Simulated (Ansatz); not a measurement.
# Sr, space group P6_3/mmc: a convergence test of the k-point mesh

Program: Ansatz 0.2.0, Python API.

Notebook, run cell by cell (the value of a cell's last expression is shown):

In [1]:
```python
import ansatz as az
import matplotlib.pyplot as plt
```

In [2]:
```python
XC = 'r2SCAN'
OCCUPATIONS = 'methfessel_paxton'
```

In [3]:
```python
lattice = az.Lattice.of(
    [4.31, 0.0, 0.0],
    [-2.155, 3.732569, 0.0],
    [0.0, 0.0, 7.05],
)
sites = [
    ('Sr', [1 / 3, 2 / 3, 0.25]),
    ('Sr', [2 / 3, 1 / 3, 0.75]),
]
sr = az.Crystal(lattice=lattice)
for symbol, position in sites:
    sr = sr.atom(symbol, position)
```

In [4]:
```python
calc = (
    sr.calculation()
    .functional(XC)
    .basis(37 * az.Ry)
    .occupations(OCCUPATIONS, width=100 * az.meV)
    .forces()
    .stress()
)
```

In [5]:
```python
rows = []
for value in [(2, 2, 1), (3, 3, 2), (4, 4, 2), (5, 5, 3), (6, 6, 3), (8, 8, 4)]:
    rep = calc.kpoints(*value).run(threads=1).report
    rows.append((value, rep['free_energy_ev'] / len(rep['lattice']['sites']), rep['n_iterations'], sum(rep['stress_gpa'][i][i] for i in range(3)) / 3, max(abs(f) for row in rep['forces_ev_ang'] for f in row), rep['n_kpoints']))
```

In [6]:
```python
print('        mesh   F/atom (eV)    iterations       P (GPa)  max component (eV/A)      k-points')
for row in rows:
    print(f'{str(row[0]):>12s}  {row[1]:12.5f}  {row[2]:12d}  {row[3]:12.3f}  {row[4]:20.4f}  {row[5]:12d}')
```
```text
        mesh   F/atom (eV)    iterations       P (GPa)  max component (eV/A)      k-points
   (2, 2, 1)   -3555.04468             7         0.134                0.0000             2
   (3, 3, 2)   -3554.99222             7         0.171                0.0000             6
   (4, 4, 2)   -3555.11594             6         0.221                0.0000             8
   (5, 5, 3)   -3555.11173             7         0.216                0.0000            10
   (6, 6, 3)   -3555.08919             7         0.183                0.0000            14
   (8, 8, 4)   -3555.11216             6         0.131                0.0000            30
```

In [7]:
```python
for row in rows[:-1]:
    shift = 1000 * (row[1] - rows[-1][1])
    print(f'{row[0]}: {shift:+.2f} meV/atom' + ('  (within 2 meV)' if abs(shift) < 2 else ''))
plt.figure(figsize=(4.5, 3))
plt.plot([str(row[0]) for row in rows], [1000 * (row[1] - rows[-1][1]) for row in rows], 'o-')
plt.xlabel('mesh')
plt.ylabel('F - F(last) (meV/atom)')
plt.tight_layout()
plt.savefig('kconv.png', dpi=100)
```
```text
(2, 2, 1): +67.48 meV/atom
(3, 3, 2): +119.94 meV/atom
(4, 4, 2): -3.78 meV/atom
(5, 5, 3): +0.43 meV/atom  (within 2 meV)
(6, 6, 3): +22.98 meV/atom
```

Notes:
- Forces vanish by symmetry here and test nothing.
- Pressure is positive in compression.
- A row within the bound is followed by one outside it, so the series isn't shown to be converged.
- This isn't the structure that Sr takes at ambient conditions.
- Shifts are counted from the finest mesh, which is itself no proven limit.
- It ran for 26 s on 1 thread of Arm Neoverse V1 (shared host), peak memory 0.68 GiB.

(Lines on the test bed's own set-up are left out of the output.)
